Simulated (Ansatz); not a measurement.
# Al: the cost of one run

Method: DFT PBEsol, scalar-relativistic, in Ansatz 0.2.0.

### 1 The system as given

The structure is cubic, space group Fm-3m (No. 225). The conventional cell has a = 4.048 Å, b = 4.048 Å, c = 4.048 Å, α = 90.00°, β = 90.00°, γ = 90.00°. Al (site symmetry m-3m) is surrounded by 12 Al at 2.86 Å.

Structure file:

```cif
data_structure
_symmetry_space_group_name_H-M 'Fm-3m'
_symmetry_Int_Tables_number 225
_cell_length_a 4.0480
_cell_length_b 4.0480
_cell_length_c 4.0480
_cell_angle_alpha 90.000
_cell_angle_beta 90.000
_cell_angle_gamma 90.000
_cell_volume 66.33
loop_
_atom_site_label
_atom_site_type_symbol
_atom_site_symmetry_multiplicity
_atom_site_Wyckoff_symbol
_atom_site_fract_x
_atom_site_fract_y
_atom_site_fract_z
_atom_site_occupancy
Al1 Al 4 a 0.00000 0.00000 0.00000 1
```

The file gives the conventional cell by its symmetry; the runs use the cell typed in the input.

Structure: COD 4313206, as refined from experiment and not relaxed.

### 2 Volume × 0.94, LAPW

input.yaml

```yaml
crystal:
  lattice:
    - [0.0, 1.9826626923, 1.9826626923]
    - [1.9826626923, 0.0, 1.9826626923]
    - [1.9826626923, 1.9826626923, 0.0]
  atoms:
    - { symbol: Al, position: [0.0, 0.0, 0.0] }
kpoints:
  mp_grid: { grid: [14, 14, 14] }
  band_path:
    path:
      - [0.0, 0.0, 0.0]
      - [0.5, 0.0, 0.5]
      - [0.625, 0.25, 0.625]
      - [0.375, 0.375, 0.75]
      - [0.0, 0.0, 0.0]
      - [0.5, 0.5, 0.5]
      - [0.5, 0.25, 0.75]
      - [0.5, 0.0, 0.5]
    npoints: 5
scf:
  occupations: { method: fermi_dirac, width: 0.05 }
hamiltonian:
  xc: pbesol
  pseudopotentials: { kind: all_electron, lapw: { basis_error: 0.001 } }
output:
  forces: true
  stress: true
  eigenvalues: true
```

Command:

```console
$ ansatz run input.yaml --threads 1 --pin off --max-ram 3072MiB --backend cpu --events-out ev --progress --plain --runs-dir out
```

Q: Estimate wall time and peak memory on 1 thread of Arm Neoverse V2, shared host.

About 2.4 s, with a peak of 0.2 GiB.
